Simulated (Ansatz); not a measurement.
# BCl3: the cost of one run

Program: Ansatz 0.2.0. Level of theory: RKS PBE0-D4/def2-SVP. These are calculated values, not measurements.

### Step 1. Starting point

Bond lengths: B1–Cl2 1.860 Å, B1–Cl3 1.860 Å, B1–Cl4 1.860 Å. Angles: Cl2–B1–Cl3 120.0°, Cl2–B1–Cl4 120.0°, Cl3–B1–Cl4 120.0°.

As a file:

```xyz
4

B     0.0000    0.0000    0.0000
Cl    0.0000    0.0000    1.8600
Cl    1.6108    0.0000   -0.9300
Cl   -1.6108    0.0000   -0.9300
```

### Step 2. Preparing the start

input.yaml reads:

```yaml
crystal:
  periodic: [false, false, false]
  atoms:
    - { symbol: B, position_ang: [0.0, 0.0, 0.0] }
    - { symbol: Cl, position_ang: [0.0, 0.0, 1.86] }
    - { symbol: Cl, position_ang: [1.6108, 0.0, -0.93] }
    - { symbol: Cl, position_ang: [-1.6108, 0.0, -0.93] }
basis:
  gaussian: { orbitals: def2-SVP }
hamiltonian:
  xc: pbe0
  dispersion: d4
relax:
  f_tol: 0.02
  max_steps: 40
output:
  orbitals: {}
```

The run is started by

```sh
$ ansatz run input.yaml --threads 1 --pin off --max-ram 2048MiB --backend cpu --events-out ev --progress --plain --runs-dir out
```

What time and memory should one allow on 1 thread of Intel Xeon 6975P-C (Granite Rapids), shared host?

About 5 s, with a peak of 0.14 GiB.
